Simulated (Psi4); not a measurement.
**B3LYP-D3(BJ)/3-21G (density fitting) run of BCl2F (dichlorofluoroborane)**

Aim: a geometry optimisation of BCl2F (dichlorofluoroborane). 

The calculation is run with Psi4 1.11.

2 further runs of the same task are left out: 1 that didn't finish, 1 set aside as unsound or not needed.

## 1. Starting point

BCl2F: 4 atoms, total charge 0, spin state singlet. SMILES: `FB(Cl)Cl`. Geometry: a rough force-field guess. The run starts from this shape.

Bond lengths: F1–B2 1.477 Å, B2–Cl3 1.865 Å, B2–Cl4 1.913 Å. Angles: F1–B2–Cl3 121.2°, F1–B2–Cl4 117.2°, Cl3–B2–Cl4 121.5°.

## 2. A structure relaxation at B3LYP-D3(BJ)/3-21G (density fitting)

File job.in:

```
memory 1600 MB

molecule {
  0 1
  F      0.29744289    -2.49311568    -1.63366823
  B     -0.00642507    -0.17442172    -0.11054898
  Cl    -3.14960653     0.76779572     1.17559862
  Cl     2.96346851     1.78579119     0.53025715
  units au
  no_reorient
  no_com
}

set globals {
  basis        3-21G
  scf_type     df
  geom_maxiter 50
}

E = optimize('b3lyp-d3bj2b')
print_variables()
```

Started as:

```
$ psi4 -n 1 job.in job.out
```

Q: Predict the results. Wanted: total energy at the end; dipole moment; HOMO energy; LUMO energy; HOMO–LUMO gap; dispersion energy.

**Answer.** As computed:

Level: B3LYP-D3(BJ)/3-21G (density fitting).

```
               quantity           value
total energy at the end  -1040.14685 Eh
          dipole moment          0.34 D
            HOMO energy        -9.32 eV
            LUMO energy        -1.54 eV
          HOMO–LUMO gap         7.77 eV
      dispersion energy   -15.15 kJ/mol
```

At the final geometry: Bond lengths: F1–B2 1.341 Å, B2–Cl3 1.777 Å, B2–Cl4 1.777 Å. Angles: F1–B2–Cl3 119.5°, F1–B2–Cl4 119.4°, Cl3–B2–Cl4 121.1°. The optimisation took 8 steps and changed the energy by -0.658 eV.
